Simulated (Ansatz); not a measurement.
# Sc2BSb3: the cost of one run

Computed with Ansatz 0.2.0 (DFT PBE, scalar-relativistic, plane waves, PAW, unless a step's input says otherwise).

## (1) The starting structure

The structure is tetragonal, space group P-4m2 (No. 115). Conventional cell: a = 3.840 Å, b = 3.840 Å, c = 8.343 Å, α = 90.00°, β = 90.00°, γ = 90.00°. Sc (site symmetry 2mm) has 7 Sb at 2.87 to 3.02 Å and 2 B at 2.91 Å as nearest neighbours. B (site symmetry -4m2) is surrounded by 4 Sb at 2.72 Å and 4 Sc at 2.91 Å. Sb (site symmetry 2mm) is surrounded by 5 Sc at 2.87 to 3.02 Å. Around Sb (site symmetry -4m2) lie 4 B at 2.72 Å and 4 Sc at 2.91 Å.

Structure file:

```xyz
6
Lattice="3.8397 0.0000 0.0000 0.0000 3.8397 0.0000 0.0000 0.0000 8.3429" Properties=species:S:1:pos:R:3 pbc="T T T"
Sc    1.9199    0.0000    2.1909
Sc    0.0000    1.9199    6.1520
B     0.0000    0.0000    0.0000
Sb    1.9199    0.0000    5.2148
Sb    0.0000    1.9199    3.1282
Sb    1.9199    1.9199    0.0000
```

A structure generator made this guess: species swapped into a database cell of Ti2CuSb3 (P-4m2, No. 115), with Sc on the Ti sites and B on the Cu sites. Lengths come from tabulated atomic sizes and are only a guess.

## (2) Probe: one point on a coarse mesh

The input, input.yaml:

```yaml
crystal:
  lattice:
    - [3.83970555, 0.0, 0.0]
    - [0.0, 3.83970555, 0.0]
    - [0.0, 0.0, 8.34292638]
  atoms:
    - { symbol: Sc, position: [0.5, 0.0, 0.26260599] }
    - { symbol: Sc, position: [0.0, 0.5, 0.73739401] }
    - { symbol: B, position: [0.0, 0.0, 0.0] }
    - { symbol: Sb, position: [0.5, 0.0, 0.62505198] }
    - { symbol: Sb, position: [0.0, 0.5, 0.37494802] }
    - { symbol: Sb, position: [0.5, 0.5, 0.0] }
basis:
  ecutwfc: 420
kpoints:
  mp_grid: { grid: [4, 4, 2] }
hamiltonian:
  xc: pbe
scf:
  occupations: { method: gaussian, width: 0.1 }
  lower_state_search: "off"
output:
  forces: true
  stress: true
  eigenvalues: true
```

The run is started by

```console
$ ansatz run input.yaml --threads 1 --pin off --max-ram 2560MiB --backend cpu --events-out ev --progress --plain --runs-dir out
```

What time and memory should one allow on 1 thread of Intel Xeon 6975P-C (Granite Rapids), shared host?

About 2.4 s, with a peak of 0.4 GiB.
